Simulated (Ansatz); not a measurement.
# C6H6O2: vertical ionisation energy

How much energy removes an electron from C6H6O2 at fixed geometry? The cation is run at each level and the neutral's energy taken from earlier runs.

Method: unrestricted cation, the program's frozen cores in correlated methods; program: Ansatz 0.2.0, Gaussian basis.

Levels to be run: UKS PBE-D4/def2-TZVPP; UKS r2SCAN-D4/def2-TZVPP; UKS PBE0-D4/def2-TZVPP; UKS B3LYP-D4/def2-TZVPP; UKS wB97X-V/def2-TZVPP; UKS wB97M-V/def2-TZVPP; UKS B2PLYP/def2-TZVPP; UHF-CCSD(T)/def2-TZVPP; UHF-MP2/def2-QZVPP; extrapolation to the limit; then −ε(HOMO) from the neutral's earlier runs with LDA (SPW92), PBE-D4, revPBE-D4, BLYP-D4, r2SCAN-D4, B97M-V, PBE0-D4, B3LYP-D4, r2SCANh-D4, r2SCAN0-D4, HSE06-D4, BHLYP-D4, CAM-B3LYP-D4, LC-ωPBE, ωB97X-V, ωB97M-V.

### Step 1. The geometry

All runs share one geometry, relaxed beforehand with PBE0-D4 in a triple-zeta def2 set.

SMILES `Oc1ccc(O)cc1`, 14 atoms, charge 0, spin multiplicity 1.

Atoms are counted from 1 here; the program's logs count them from 0.

Bond lengths: O1–C2 1.361 Å, O1–H9 0.961 Å, C2–C3 1.387 Å, C2–C8 1.389 Å, C3–C4 1.385 Å, C3–H10 1.083 Å, C4–C5 1.389 Å, C4–H11 1.086 Å, C5–O6 1.361 Å, C5–C7 1.387 Å, O6–H12 0.961 Å, C7–C8 1.385 Å, C7–H13 1.083 Å, C8–H14 1.086 Å. Angles: C2–O1–H9 109.1°, O1–C2–C3 117.9°, O1–C2–C8 122.8°, C3–C2–C8 119.3°, C2–C3–C4 120.1°, C2–C3–H10 119.1°, C4–C3–H10 120.7°, C3–C4–C5 120.6°, C3–C4–H11 119.5°, C5–C4–H11 119.9°, C4–C5–O6 122.8°, C4–C5–C7 119.3°, O6–C5–C7 117.9°, C5–O6–H12 109.1°, C5–C7–C8 120.1°, C5–C7–H13 119.1°, C8–C7–H13 120.7°, C2–C8–C7 120.6° and more.

Geometry (Å):

```xyz
14
C6H6O2
O     1.36900   -1.04792    2.15068
C     0.67483   -0.55329    1.08916
C     1.08527    0.65876    0.55447
C     0.41254    1.20506   -0.52593
C    -0.67666    0.54910   -1.08509
O    -1.37088    1.04378   -2.14656
C    -1.08708   -0.66296   -0.55042
C    -0.41434   -1.20926    0.52998
H     0.98116   -1.88505    2.41810
H     1.93496    1.16794    0.99265
H     0.74277    2.15486   -0.93654
H    -0.98315    1.88100   -2.41386
H    -1.93677   -1.17214   -0.98860
H    -0.74454   -2.15908    0.94056
```

### Step 2. Cation, UKS PBE-D4/def2-TZVPP

in.yaml reads:

```yaml
crystal:
  periodic: [false, false, false]
  atoms:
    - {symbol: O, position_ang: [1.368999, -1.047925, 2.150683]}
    - {symbol: C, position_ang: [0.674832, -0.553285, 1.089161]}
    - {symbol: C, position_ang: [1.085273, 0.658761, 0.554469]}
    - {symbol: C, position_ang: [0.412536, 1.205056, -0.525933]}
    - {symbol: C, position_ang: [-0.676664, 0.549105, -1.085086]}
    - {symbol: O, position_ang: [-1.370876, 1.043782, -2.146561]}
    - {symbol: C, position_ang: [-1.087080, -0.662961, -0.550420]}
    - {symbol: C, position_ang: [-0.414338, -1.209259, 0.529978]}
    - {symbol: H, position_ang: [0.981156, -1.885052, 2.418101]}
    - {symbol: H, position_ang: [1.934963, 1.167944, 0.992654]}
    - {symbol: H, position_ang: [0.742765, 2.154856, -0.936541]}
    - {symbol: H, position_ang: [-0.983150, 1.881001, -2.413859]}
    - {symbol: H, position_ang: [-1.936770, -1.172145, -0.988603]}
    - {symbol: H, position_ang: [-0.744543, -2.159079, 0.940559]}
basis:
  gaussian: {orbitals: def2-TZVPP}
total_charge: 1
magnetization: {spin_polarized: true, initial_magnetization: 1}
hamiltonian: {xc: pbe, dispersion: d4}
```

Launch:

```sh
ansatz run in.yaml --threads 2 --pin off --events-out ev --progress --plain --max-ram 22528MiB --backend cuda --devices 0, --max-vram 18GiB
```

After this run come: Cation, UKS r2SCAN-D4/def2-TZVPP; Cation, UKS PBE0-D4/def2-TZVPP; Cation, UKS B3LYP-D4/def2-TZVPP; Cation, UKS wB97X-V/def2-TZVPP; Cation, UKS wB97M-V/def2-TZVPP; Cation, UKS B2PLYP (frozen core)/def2-TZVPP; Cation, UHF-CCSD(T)/def2-TZVPP; Cation, UHF-MP2/def2-QZVPP.

Q: Predict the results of all the runs planned. Wanted: ionisation energy, CCSD(T)/CBS; nearest functional by difference; nearest −ε(HOMO); −ε(HOMO) of PBE; T1 of the cation.

The runs gave:

| quantity | value |
| --- | --- |
| ionisation energy, CCSD(T)/CBS | 8.18 eV |
| nearest functional by difference | ωB97X-V (-0.26 eV) |
| nearest −ε(HOMO) | ωB97X-V (-0.11 eV) |
| −ε(HOMO) of PBE | 4.88 eV |
| T1 of the cation | 0.025 |

In words: By cation minus neutral, the functionals miss by 0.46 eV at most. −ε(HOMO) of PBE misses by 3.3 eV, since self-interaction lifts the level. Among orbital estimates ωB97X-V comes nearest. Hartree-Fock falls 1.17 eV short, as the neutral has more correlation energy than the cation.
